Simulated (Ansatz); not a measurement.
Predict the output of the script below (the Python package of Ansatz (0.2.0)).

Script `li_random_alloy.py`:
```python
'''Random Li-Mg cells of 8 mixed sites, after relaxing cells and atoms.'''

from collections import Counter
import warnings

import ansatz as az
import numpy as np

MAX_SCF = 80
FUNCTIONAL = 'r2SCAN'
KSPACING = 0.39
OCCUPATIONS = 'fermi_dirac'
SMEARING_WIDTH = 0.05


def fcc(a_site, a):
    return (
        az.Lattice.fcc(a)
        .space_group(225)
        .atom(a_site, (0, 0, 0))
        .primitive()
    )

A_FIRST, A_LAST = 4.42, 4.53


def ground_state(name, crystal):
    calc = crystal.calculation()
    calc = calc.scf(max_iterations=MAX_SCF).pseudopotentials('nc')
    calc = calc.functional(FUNCTIONAL)
    calc = calc.kpoints(spacing=KSPACING)
    calc = calc.occupations(OCCUPATIONS, width=SMEARING_WIDTH).band_table()
    calc = calc.relax(force_tolerance=0.03, cell=True)
    return calc.run(threads=1, pin='off')


def volume_per_atom(outcome):
    return abs(np.linalg.det(outcome.lattice.cell_ang)) / len(outcome.lattice.sites)


def counts(outcome):
    return Counter(site.symbol for site in outcome.lattice.sites)


def main() -> None:
    warnings.simplefilter('ignore', az.DeckWarning)

    phases = {'Li': fcc('Li', A_FIRST), 'Mg': fcc('Mg', A_LAST)}
    for k in [2]:
        a = A_FIRST + (A_LAST - A_FIRST) * k / 8
        supercell = fcc('Li', a).supercell(2).resolved()
        for seed in [42]:
            drawn = supercell.site_disorder().occupy('Li', Li=8 - k, Mg=k).random(seed=seed)
            phases[f'Li{8 - k}Mg{k} seed {seed}'] = drawn.crystal

    done = {name: ground_state(name, crystal) for name, crystal in phases.items()}

    # x is the share of the second element on the mixed sites; both end members stand on this same lattice
    x = {name: counts(o)['Mg'] / (counts(o)['Li'] + counts(o)['Mg']) for name, o in done.items()}
    first, last = min(x, key=x.get), max(x, key=x.get)
    energy = {name: o.report['energy_sigma0_ev'] / len(o.lattice.sites) for name, o in done.items()}
    volume = {name: volume_per_atom(o) for name, o in done.items()}
    rows = []
    for name in sorted(done, key=x.get):
        line = lambda table: (1 - x[name]) * table[first] + x[name] * table[last]
        rows.append((name, x[name], 1000 * (energy[name] - line(energy)), volume[name], 100 * (volume[name] / line(volume) - 1)))
    print('      cell       x(Mg)  E_mix (meV/atom)  V (A^3/atom)  excess V (%)')
    for row in rows:
        print(f'{str(row[0]):>10}  {row[1]:10.3f}  {row[2]:+16.1f}  {row[3]:12.3f}  {row[4]:+12.2f}')


if __name__ == '__main__':
    main()
```

Running `python li_random_alloy.py` prints:
```text
      cell       x(Mg)  E_mix (meV/atom)  V (A^3/atom)  excess V (%)
        Li       0.000              +0.0        20.957         +0.00
Li6Mg2 seed 42       0.250             -31.1        20.695         -3.33
        Mg       1.000              +0.0        22.765         +0.00
```

These settings explore the input space; cutoff and mesh may be short of convergence. Such functionals run on norm-conserving files made under PBE, which can move pressures by some GPa. For the metals among these phases the mesh is modest: differences between phases can be off by up to 40 meV an atom. Cells of eight mixed sites are far from the random limit, and both end members stand on the same lattice, which need not be their own. Differences under about 40 meV an atom lie within the error of mesh and functional. The cells are prototypes set up for this calculation and needn't exist. Wall time of the script: 3.8 min on 1 thread of Arm Neoverse V1 (shared host), peak memory 2.4 GiB.
